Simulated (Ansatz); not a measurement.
# GaPHCl (triplet): from Hartree-Fock to the top rungs, cc-pVDZ

Aim: climb from Hartree-Fock through coupled cluster for GaPHCl (triplet) at one geometry and basis, and see what each rung misses.

Method: cc-pVDZ, core rule «outside noble gas», up to 24 orbitals frozen; program: Ansatz 0.2.0, Gaussian basis.

Plan: UHF; CCSD(T) on ROHF; CCSD(T) on UHF; BCCD(T) on ROHF; CISD as a restricted active space (open shells left free, so some higher excitations enter); CCSDT(Q) on ROHF; CCSDT(Q) on UHF.

4 further runs of the same task are left out: 1 for a known fault of the program, 3 set aside as unsound or not needed. Runs told in other sessions of the task aren't counted.

### Step 1. What is computed

The geometry is a PBE0/def2-TZVP stationary point (not a proven minimum). No spin-orbit coupling is included. The filled d shell of Ga may be among the frozen orbitals whatever the setting's name suggests.

4 atoms, charge 0, spin multiplicity 3.

Atoms are counted from 1 here; the program's logs count them from 0.

Bond lengths: Cl1–Ga2 2.156 Å, Ga2–P3 2.315 Å, Ga2–H4 1.561 Å. Angles: Cl1–Ga2–P3 115.3°, Cl1–Ga2–H4 115.3°, P3–Ga2–H4 129.4°.

### Step 2. UHF

Contents of in.yaml:

```yaml
crystal:
  periodic: [false, false, false]
  atoms:
    - {symbol: Cl, position_ang: [0.000000, -0.627156, 1.777412]}
    - {symbol: Ga, position_ang: [0.000000, 0.566923, -0.017738]}
    - {symbol: P, position_ang: [0.000000, -0.627024, -2.001300]}
    - {symbol: H, position_ang: [0.000000, 2.111491, 0.208287]}
basis:
  gaussian: {orbitals: cc-pVDZ}
magnetization: {spin_polarized: true, initial_magnetization: 2}
hamiltonian: {xc: hf}
output: {orbitals: {seedname: orbitals}}
```

Started as:

```bash
$ ansatz run in.yaml --threads 1 --pin off --events-out ev --progress --plain --max-ram 2560MiB --backend cpu
```

After this run come: CCSD(T) on ROHF; CCSD(T) on UHF; BCCD(T) on ROHF; CISD as a restricted active space (open shells left free, so some higher excitations enter); CCSDT(Q) on ROHF; CCSDT(Q) on UHF.

Q: Predict the results of all the runs planned. Wanted: UCCSDT(Q) from the RHF energy; RMP2 from UCCSDT(Q); UMP2 from UCCSDT(Q); RCCSD from UCCSDT(Q); RCCSD(T) from UCCSDT(Q); UCCSD(T) from UCCSDT(Q); RCCSDT(Q) from UCCSDT(Q); T1 diagnostic.

As calculated:

| quantity | value |
| --- | --- |
| UCCSDT(Q) from the ROHF energy | -8.6375 eV |
| RMP2 from UCCSDT(Q) | +1298.8 meV |
| UMP2 from UCCSDT(Q) | +1324.2 meV |
| RCCSD from UCCSDT(Q) | +246.8 meV |
| RCCSD(T) from UCCSDT(Q) | +48.5 meV |
| UCCSD(T) from UCCSDT(Q) | +47.8 meV |
| RCCSDT(Q) from UCCSDT(Q) | +1.3 meV |
| levels within 1 kcal/mol (43 meV) | RCCSDT, UCCSDT, RCCSDT(Q) |
| T1 diagnostic | 0.016 |

In words: RCCSD(T) lands +48.5 meV from the yardstick (0.6 % of the correlation energy). These misses are within one basis, not against nature; the frozen cores of restricted and unrestricted runs differ, which can shift their rows.
